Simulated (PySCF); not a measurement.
**C9H8: a look at the electrons**

For C9H8, the scripts below measure its response to a uniform field, compute its lowest excited states and localise its valence orbitals.

Computed with PySCF 2.14.0. Level: levels as typed in each script, gas phase, geometry from GFN2-xTB.

## Step 1: The starting structure

SMILES `C#CC#CC(C)C=C=C`, 17 atoms, charge 0, spin multiplicity 1.

Bond lengths: C1–C2 1.204 Å, C1–H10 1.048 Å, C2–C3 1.359 Å, C3–C4 1.207 Å, C4–C5 1.449 Å, C5–C6 1.534 Å, C5–C7 1.515 Å, C5–H11 1.097 Å, C6–H12 1.088 Å, C6–H13 1.088 Å, C6–H14 1.088 Å, C7–C8 1.296 Å, C7–H15 1.082 Å, C8–C9 1.294 Å, C9–H16 1.078 Å, C9–H17 1.079 Å. Angles: C2–C1–H10 179.8°, C1–C2–C3 179.6°, C2–C3–C4 178.6°, C3–C4–C5 177.6°, C4–C5–C6 110.4°, C4–C5–C7 108.8°, C4–C5–H11 108.7°, C6–C5–C7 110.4°, C6–C5–H11 109.5°, C7–C5–H11 109.1°, C5–C6–H12 109.9°, C5–C6–H13 110.4°, C5–C6–H14 110.3°, H12–C6–H13 108.8°, H12–C6–H14 108.9°, H13–C6–H14 108.5°, C5–C7–C8 123.4°, C5–C7–H15 115.6° and more.

As a file:

```tsv
atom	x (Å)	y (Å)	z (Å)
C1	-4.27481	0.89796	0.09213
C2	-3.13568	0.52078	-0.01018
C3	-1.85211	0.08828	-0.12057
C4	-0.71794	-0.30539	-0.24580
C5	0.65092	-0.77128	-0.33569
C6	0.73370	-2.25974	0.02638
C7	1.50784	0.04948	0.60611
C8	2.47762	0.81061	0.20782
C9	3.44382	1.55671	-0.22217
H10	-5.26516	1.22988	0.17873
H11	1.00602	-0.62442	-1.36335
H12	1.76399	-2.60209	-0.04586
H13	0.38031	-2.42251	1.04289
H14	0.11876	-2.84852	-0.65130
H15	1.25754	-0.03067	1.65571
H16	3.28813	2.59180	-0.48197
H17	4.45030	1.18215	-0.32300
```

## Step 2: Response to an electric field (HF/def2-svp)

Contents of input.py:

```python
import numpy as np
from pyscf import gto, scf, dft
from pyscf.scf import atom_ks, atom_hf
from scipy.linalg import block_diag

def solve(mol, dm0=None, hcore=None):
    mf = scf.UHF(mol) if mol.spin else scf.RHF(mol)
    mf = mf.density_fit(auxbasis='def2-universal-jkfit')
    mf.conv_tol, mf.max_cycle = 1e-8, 80
    if hcore is not None:
        mf.get_hcore = lambda *args: hcore
    mf.kernel(dm0)
    if not mf.converged:
        mf = mf.newton().run(mf.mo_coeff, mf.mo_occ, max_cycle=30)
    assert mf.converged, 'SCF not converged'
    return mf

mol = gto.M(atom='''
C     -4.27481     0.89796     0.09213
C     -3.13568     0.52078    -0.01018
C     -1.85211     0.08828    -0.12057
C     -0.71794    -0.30539    -0.24580
C      0.65092    -0.77128    -0.33569
C      0.73370    -2.25974     0.02638
C      1.50784     0.04948     0.60611
C      2.47762     0.81061     0.20782
C      3.44382     1.55671    -0.22217
H     -5.26516     1.22988     0.17873
H      1.00602    -0.62442    -1.36335
H      1.76399    -2.60209    -0.04586
H      0.38031    -2.42251     1.04289
H      0.11876    -2.84852    -0.65130
H      1.25754    -0.03067     1.65571
H      3.28813     2.59180    -0.48197
H      4.45030     1.18215    -0.32300
''', basis='def2-svp', charge=0, spin=0, verbose=4)
field = np.array([0.0, 0.0, 0.004])  # atomic units
mol.set_common_orig(mol.atom_charges() @ mol.atom_coords() / mol.atom_charges().sum())
mf = solve(mol)
out = dict(dm0=mf.make_rdm1(), d0=mf.dip_moment(unit='AU'), e0=mf.e_tot)
for name, sign in (('p', 1), ('m', -1)):
    h = mf.get_hcore() + sign * np.einsum('x,xij->ij', field, mol.intor('int1e_r'))
    mi = solve(mol, mf.make_rdm1(), h)
    out.update({'dm' + name: mi.make_rdm1(), 'd' + name: mi.dip_moment(unit='AU'), 'e' + name: mi.e_tot})
# spherically averaged free atoms, for the promolecule
atm = scf.atom_hf.get_atm_nrhf(mol)
pro = block_diag(*[(atm[a[0]][2] * atm[a[0]][3]) @ atm[a[0]][2].T for a in mol._atom])
np.savez('result.npz', pro=pro, **out)
```

On the command line:

```console
OMP_NUM_THREADS=1 python input.py
```

## Step 4: Excited states (B3LYP/6-31g*)

Contents of input.py:

```python
import numpy as np
from pyscf import gto, scf, dft, tdscf
from pyscf.scf import atom_ks, atom_hf
from scipy.linalg import block_diag

def solve(mol, dm0=None, hcore=None):
    mf = (dft.UKS if mol.spin else dft.RKS)(mol, xc='b3lyp')
    mf.grids.level = 3
    mf = mf.density_fit(auxbasis='def2-universal-jkfit')
    mf.conv_tol, mf.max_cycle = 1e-8, 80
    if hcore is not None:
        mf.get_hcore = lambda *args: hcore
    mf.kernel(dm0)
    if not mf.converged:
        mf = mf.newton().run(mf.mo_coeff, mf.mo_occ, max_cycle=30)
    assert mf.converged, 'SCF not converged'
    return mf

mol = gto.M(atom='''
C     -4.27481     0.89796     0.09213
C     -3.13568     0.52078    -0.01018
C     -1.85211     0.08828    -0.12057
C     -0.71794    -0.30539    -0.24580
C      0.65092    -0.77128    -0.33569
C      0.73370    -2.25974     0.02638
C      1.50784     0.04948     0.60611
C      2.47762     0.81061     0.20782
C      3.44382     1.55671    -0.22217
H     -5.26516     1.22988     0.17873
H      1.00602    -0.62442    -1.36335
H      1.76399    -2.60209    -0.04586
H      0.38031    -2.42251     1.04289
H      0.11876    -2.84852    -0.65130
H      1.25754    -0.03067     1.65571
H      3.28813     2.59180    -0.48197
H      4.45030     1.18215    -0.32300
''', basis='6-31g*', charge=0, spin=0, verbose=4)
mf = solve(mol)
td = mf.TDDFT()
td.nstates, td.singlet, td.conv_tol = 5, False, 1e-5
td.kernel()
td.analyze()
x, y = np.array([p[0] for p in td.xy]), np.array([p[1] + 0 * p[0] for p in td.xy])
f, mu = np.zeros(len(td.e)), np.zeros((len(td.e), 3))
nto = [td.get_nto(state=i + 1, verbose=4) for i in range(len(td.e))]
# spherically averaged free atoms, for the promolecule
atm = atom_ks.get_atm_nrks(mol, xc='b3lyp')
pro = block_diag(*[(atm[a[0]][2] * atm[a[0]][3]) @ atm[a[0]][2].T for a in mol._atom])
np.savez('result.npz', e=td.e, f=f, ok=td.converged, w=[n[0] for n in nto], nto=[n[1] for n in nto], x=x, y=y, c=mf.mo_coeff, occ=mf.mo_occ, eps=mf.mo_energy, pro=pro, mu=mu)
```

## Step 6: Localised orbitals (B3LYP/6-311+g**)

Contents of input.py:

```python
import numpy as np
from pyscf import gto, scf, dft, lo
from pyscf.data.elements import chemcore

def solve(mol, dm0=None, hcore=None):
    mf = (dft.UKS if mol.spin else dft.RKS)(mol, xc='b3lyp')
    mf.grids.level = 3
    mf = mf.density_fit(auxbasis='def2-universal-jkfit')
    mf.conv_tol, mf.max_cycle = 1e-8, 80
    if hcore is not None:
        mf.get_hcore = lambda *args: hcore
    mf.kernel(dm0)
    if not mf.converged:
        mf = mf.newton().run(mf.mo_coeff, mf.mo_occ, max_cycle=30)
    assert mf.converged, 'SCF not converged'
    return mf

mol = gto.M(atom='''
C     -4.27481     0.89796     0.09213
C     -3.13568     0.52078    -0.01018
C     -1.85211     0.08828    -0.12057
C     -0.71794    -0.30539    -0.24580
C      0.65092    -0.77128    -0.33569
C      0.73370    -2.25974     0.02638
C      1.50784     0.04948     0.60611
C      2.47762     0.81061     0.20782
C      3.44382     1.55671    -0.22217
H     -5.26516     1.22988     0.17873
H      1.00602    -0.62442    -1.36335
H      1.76399    -2.60209    -0.04586
H      0.38031    -2.42251     1.04289
H      0.11876    -2.84852    -0.65130
H      1.25754    -0.03067     1.65571
H      3.28813     2.59180    -0.48197
H      4.45030     1.18215    -0.32300
''', basis='6-311+g**', charge=0, spin=0, verbose=4)
mf = solve(mol)
occ_all = mf.mo_coeff[:, mf.mo_occ > 0]
occ = occ_all[:, chemcore(mol):]
bo = lo.Boys(mol, occ)
loc = bo.kernel()
for _ in range(5):
    new, stable = bo.stability(return_status=True)
    if stable:
        break
    loc = bo.kernel(new)
fock, s = mf.get_fock(), mf.get_ovlp()
ortho = lo.orth_ao(mol, 'meta_lowdin')
labels = mol.ao_labels(fmt=None)
vir = loc[:, :0]
both = np.hstack([loc, vir])
p = (ortho.T @ s @ both) ** 2
pop = np.array([p[[l[0] == a for l in labels]].sum(0) for a in range(mol.natm)])
spd = np.array([[p[[l[0] == a and l[2][-1] == k for l in labels]].sum(0) for k in 'spd'] for a in range(mol.natm)])
eps = np.einsum('pi,pq,qi->i', both, fock, both)
for i in np.argsort(eps):
    top = np.argsort(-pop[:, i])[:3]
    print('%3d %s %9.4f Eh ' % (i + 1, 'occ' if i < loc.shape[1] else 'vir', eps[i]), '  '.join('%s%d %.3f' % (mol.atom_symbol(a), a + 1, pop[a, i]) for a in top))
np.savez('result.npz', c=both, nocc=loc.shape[1], pop=pop, spd=spd, eps=eps, e=mf.e_tot)
```

(Steps that only read results are left out.)

Before running it: what results should come out? Wanted: polarisability along the field; lowest triplet excitation.

The runs gave:

| quantity | value |
| --- | --- |
| polarisability along the field (HF/def2-svp) | 55.1 bohr³ |
| lowest triplet excitation (B3LYP/6-31g*) | 3.45 eV |
| localised occupied orbitals above −45 eV (B3LYP/6-311+g**) | 22 |

What this shows: The geometry was not optimised at these levels.
